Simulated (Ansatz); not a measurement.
CsLiCr2Te2S3:

```
CELL_PARAMETERS angstrom
7.05684 0.00000 0.00788
0.00000 3.98060 0.00000
-2.68302 0.00000 8.67869
ATOMIC_POSITIONS crystal
Cs 0.07739 0.00000 0.37706
Li 0.86424 0.50000 0.78883
Cr 0.12646 0.00000 0.94616
Cr 0.59290 0.50000 0.97165
Te 0.50838 0.00000 0.15270
Te 0.55612 0.00000 0.74893
S 0.87426 0.00000 0.68502
S 0.25176 0.50000 0.84402
S 0.96294 0.50000 0.05357
```

The cell was built by a generator and needn't be a form met in nature.

Base run:

- Program: Ansatz 0.2.0
- Functional: r2SCAN
- Potentials or basis: Ansatz PAW
- Cutoff: 500 eV (not typed: the program's choice for these potentials)
- k mesh: 4 × 7 × 3
- Occupations: fermi-dirac, width 0.05 eV
- Spin: collinear spin, ferromagnetic start
- Starting moments: [0.0, 0.0, 3.0, 3.0, 0.0, 0.0, 0.0, 0.0, 0.0] μB

Its results: band gap on the k mesh 0.64 eV, indirect (least direct gap 0.92 eV); pressure -0.1 GPa; net moment 6.00 μB per cell; site moments Cs -0.00; Li -0.00; Cr +3.01, +2.85; Te -0.18, -0.05; S -0.04, -0.14, -0.07 μB; largest force 0.333 eV/Å.

Question: The run is repeated on the same cell with these changes: functional from r2SCAN to RPBE; cutoff from 500 eV (not typed: the program's choice for these potentials) to 420 eV (not typed: the program's choice for these potentials). What comes out?

Answer: Band gap on the k mesh 0.50 eV, indirect (least direct gap 0.79 eV); pressure 1.8 GPa; net moment 6.00 μB per cell; site moments Cs +0.00; Li +0.00; Cr +2.92, +2.72; Te -0.14, -0.04; S -0.03, -0.11, -0.06 μB; largest force 0.164 eV/Å.

r2SCAN gives the wider gap, since meta-GGAs in the generalised Kohn-Sham scheme recover part of the derivative discontinuity.

Caveats: spin-orbit coupling is left out, which moves the levels of the heavy elements; only a ferromagnetic start was run, and an antiferromagnetic order may lie lower in energy; the PAW data sets come from PBE, with cores solved anew for the run's functional, which leaves a small shift of forces and pressure; the magnetic or orbital state may not be the lowest (some runs).
